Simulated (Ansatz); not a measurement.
Write a Python script for Ansatz's Python interface that makes a rigid scan of one bond length of ClFGeH₃N, SMILES [NH2][GeH]([F])[Cl]. Settings (for the species named): r2SCAN, def2-SVP basis, multiplicity 1.

| atom | x (Å) | y (Å) | z (Å) |
| --- | --- | --- | --- |
| N | -0.5473 | 1.0251 | -0.1344 |
| Ge | 0.3553 | -0.5288 | -0.1756 |
| F | 1.2494 | -0.7127 | 1.3463 |
| Cl | -0.9677 | -2.1229 | -0.3005 |
| H | -1.4946 | 1.0160 | 0.2158 |
| H | -0.0643 | 1.8368 | 0.2224 |
| H | 1.4693 | -0.5135 | -1.1740 |

Script `scan_clfgeh3n.py`:
```python
from dataclasses import dataclass

import ansatz as az
import numpy as np


@dataclass(frozen=True)
class Options:
    basis_set: str = "def2-SVP"
    functional: str = "r2SCAN"


cfg = Options()


def main() -> None:
    geometry_ang = [
        ("N", [-0.54727, 1.02508, -0.13445]),
        ("Ge", [0.35525, -0.52875, -0.17556]),
        ("F", [1.24938, -0.71274, 1.34627]),
        ("Cl", [-0.96771, -2.1229, -0.30048]),
        ("H", [-1.49464, 1.01598, 0.21583]),
        ("H", [-0.06427, 1.83679, 0.22236]),
        ("H", [1.46926, -0.51346, -1.17397]),
    ]
    geometry = az.Crystal.molecule()
    for symbol, xyz in geometry_ang:
        geometry = geometry.atom(symbol, xyz)

    symbols = [site.symbol for site in geometry.cartesian_sites]
    start = np.array([site.position_ang for site in geometry.cartesian_sites])
    axis = (start[5] - start[0]) / np.linalg.norm(start[5] - start[0])
    moving = [5]
    lengths, energies = [0.889, 0.929, 0.969, 1.01, 1.05, 1.09, 1.131, 1.191], []
    for length in lengths:
        xyz = start.copy()
        xyz[moving] += (length - np.linalg.norm(start[5] - start[0])) * axis
        point = az.Crystal.molecule()
        for symbol, place in zip(symbols, xyz):
            point = point.atom(symbol, place.tolist())
        calc = (
            point.calculation()
            .basis(gaussian=cfg.basis_set)
            .functional(cfg.functional)
        )
        data = calc.run(threads=1).report
        energies.append(data["free_energy_ev"])
        print(f"r = {length:6.3f} A  E = {energies[-1]:.5f} eV  <S^2> = {abs(data['mean_field']['state']['spin_squared']):.3f}")

    fit = np.polynomial.Polynomial.fit(lengths, np.array(energies) - min(energies), 4).convert()
    roots = [r.real for r in fit.deriv().roots() if abs(r.imag) < 1e-9 and fit.deriv(2)(r.real) > 0]
    r_e = min(roots, key=lambda r: abs(r - lengths[int(np.argmin(energies))]))
    print(f"minimum of the fit at {r_e:.4f} A, force constant {fit.deriv(2)(r_e):.2f} eV/A^2")


if __name__ == "__main__":
    main()
```

```console
$ python scan_clfgeh3n.py
r =  0.889 A  E = -73281.43244 eV  <S^2> = 0.000
r =  0.929 A  E = -73281.71347 eV  <S^2> = 0.000
r =  0.969 A  E = -73281.86847 eV  <S^2> = 0.000
r =  1.010 A  E = -73281.92536 eV  <S^2> = 0.000
r =  1.050 A  E = -73281.90362 eV  <S^2> = 0.000
r =  1.090 A  E = -73281.82306 eV  <S^2> = 0.000
r =  1.131 A  E = -73281.69382 eV  <S^2> = 0.000
r =  1.191 A  E = -73281.44320 eV  <S^2> = 0.000
minimum of the fit at 1.0169 A, force constant 45.51 eV/A^2
```

Total energies depend on the basis set; only differences at equal settings carry meaning. The rest of the molecule is held rigid at a force-field or estimated start geometry, and the basis set is modest; single-reference methods fail as a bond breaks. The orbitals are restricted, so S² is zero by construction. Timing: 28 s on 1 thread of Intel(R) Xeon(R) Processor @ 2.30GHz, with other jobs on the host, peak memory 0.26 GiB.
